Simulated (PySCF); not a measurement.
# Te₃: relaxation and vibrations of the singlet

Where does singlet Te₃ go from a equilateral triangle start, is the end point a minimum, and what are its modes, charges and moments?

Method: PBE0, basis Te def2-TZVP with ECP28, scalar-relativistic core potentials, no spin–orbit coupling, density fitting; program: PySCF 2.14.0.

**1. Where the work starts**

3 atoms, charge 0, spin multiplicity 1.

Bond lengths: Te1–Te2 2.720 Å, Te1–Te3 2.720 Å, Te2–Te3 2.720 Å. Angles: Te2–Te1–Te3 60.0°, Te1–Te2–Te3 60.0°, Te1–Te3–Te2 60.0°.

Coordinates in bohr (charge 0 multiplicity 1):
```
Te    1.4838   -2.5700    0.0000
Te   -2.9676    0.0000    0.0000
Te    1.4838    2.5700    0.0000
```

**2. Finding the electronic state**

One driver script runs all steps and calls PySCF; scf.py shows how it sets up the SCF of each step. The optimiser is the driver's own. After this first run the driver tries any further starts and a stability analysis.

The input, scf.py:

```python
from pyscf import gto, scf, dft
mol = gto.M(atom='''
Te     0.785200    -1.360010     0.000000
Te    -1.570390     0.000000     0.000000
Te     0.785190     1.360000     0.000000''',
    basis={'Te': 'def2-TZVP'},
    ecp={'Te': 'def2-TZVP'},
    charge=0, spin=0)
mf = dft.RKS(mol, xc='PBE0')
mf.grids.atom_grid = (50, 194)
aux = {'Te': 'def2-universal-JKFIT'}
mf = mf.density_fit(auxbasis=aux)
mf.conv_tol = 1e-08
mf.diis_space = 10
mf.max_cycle = 60
mf.init_guess = 'huckel'
mf.verbose = 4
mf.kernel()
```

Command:

```
OMP_NUM_THREADS=4 python axn.py task.json out
```

Further steps of the session: Relaxing the singlet from the equilateral triangle start; Frequencies.

Q: Predict the outcome of this session. Wanted: minimum; geometry; wavenumbers; dipole moment; highest occupied, lowest empty level; polar-tensor charge of Te1; zero-point energy; atomisation energy.

The runs gave:

```
                                 quantity                                    value
                                  minimum                             singlet, D3h
                                 geometry  Te–Te 2.730 Å (×3); Te–Te–Te 60.0° (×3)
                       wavenumbers (cm⁻¹)                      178 (e'), 239 (a1')
                            dipole moment                                   0.00 D
     highest occupied, lowest empty level                          -5.92, -2.95 eV
               polar-tensor charge of Te1                                  -0.00 e
                        zero-point energy                               3.6 kJ/mol
                      entropy at 298.15 K                          324.1 J/(mol K)
atomisation energy (no zero-point energy)                               494 kJ/mol
```

In words: The equilateral triangle start keeps its D3h symmetry and ends in a minimum. Only this shape and spin were tried, so other structures or states may lie lower. Spin–orbit coupling is left out.
